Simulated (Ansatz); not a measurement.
# ZnSn2N3: the cost of one run

Program: Ansatz 0.2.0. Level of theory: DFT PBE, scalar-relativistic, plane waves, PAW, unless a step names another level. These are calculated values, not measurements.

### Step 1. The system as given

It takes space group Imm2 (No. 44, orthorhombic). The conventional cell has a = 3.545 Å, b = 10.428 Å, c = 4.896 Å, α = 90.00°, β = 90.00°, γ = 90.00°. Zn (site symmetry mm2) has 4 N at 2.10 to 2.12 Å as nearest neighbours. Around Sn (site symmetry m) lie 4 N at 2.12 to 2.17 Å. Around N (site symmetry m) lie 1 Zn at 2.12 Å and 3 Sn at 2.16 to 2.17 Å. N (site symmetry mm2) is surrounded by 2 Zn at 2.10 Å and 2 Sn at 2.12 Å.

As a file:

```xyz
6
Lattice="-1.7726 5.2139 2.4482 1.7726 -5.2139 2.4482 1.7726 5.2139 -2.4482" Properties=species:S:1:pos:R:3 pbc="T T T"
Zn    0.0000    0.0000    4.8532
Sn    0.0000    6.9141    0.0081
Sn    0.0000    3.5138    0.0081
N     1.7726    3.5000   -1.2377
N     0.0000    1.7140    1.2105
N     0.0000    5.2139    1.2784
```

It came out lowest among 27 distinct ends of the trial cells. At a tolerance of 0.05 Å it has space group Imm2 (No. 44).

### Step 2. Tight relaxation for the response runs, on the response runs' mesh and smearing

File input.yaml:

```yaml
crystal:
  lattice:
    - [-1.7726337758, 5.2139489921, 2.448215328]
    - [1.7726337758, -5.2139489921, 2.448215328]
    - [1.7726337758, 5.2139489921, -2.448215328]
  atoms:
    - { symbol: Zn, position: [0.9911790243, 0.9911790243, 0.0] }
    - { symbol: Sn, position: [0.6646917245, 0.0016493497, 0.6630423748] }
    - { symbol: Sn, position: [0.338606975, 0.0016493497, 0.3369576252] }
    - { symbol: "N", position: [0.0828568887, 0.2472201108, 0.835636778] }
    - { symbol: "N", position: [0.4115833328, 0.2472201108, 0.164363222] }
    - { symbol: "N", position: [0.7610820548, 0.2610820548, 0.5] }
basis:
  ecutwfc: 420
kpoints:
  mp_grid: { grid: [10, 10, 10] }
hamiltonian:
  xc: pbe
scf:
  occupations: { method: gaussian, width: 0.1 }
output:
  forces: true
  stress: true
  eigenvalues: true
relax:
  adjacent_minimum: "off"
  f_tol: 0.001
  max_steps: 60
  cell: { stress_tol: 0.01 }
```

Started as:

```bash
$ ansatz run input.yaml --threads 3 --pin off --max-ram 7680MiB --backend cpu --events-out ev --progress --plain --runs-dir out
```

Q: Estimate wall time and peak memory on 3 threads of AMD EPYC 9R45 (Zen 5), shared host.

About 41 s, with a peak of 0.74 GiB.
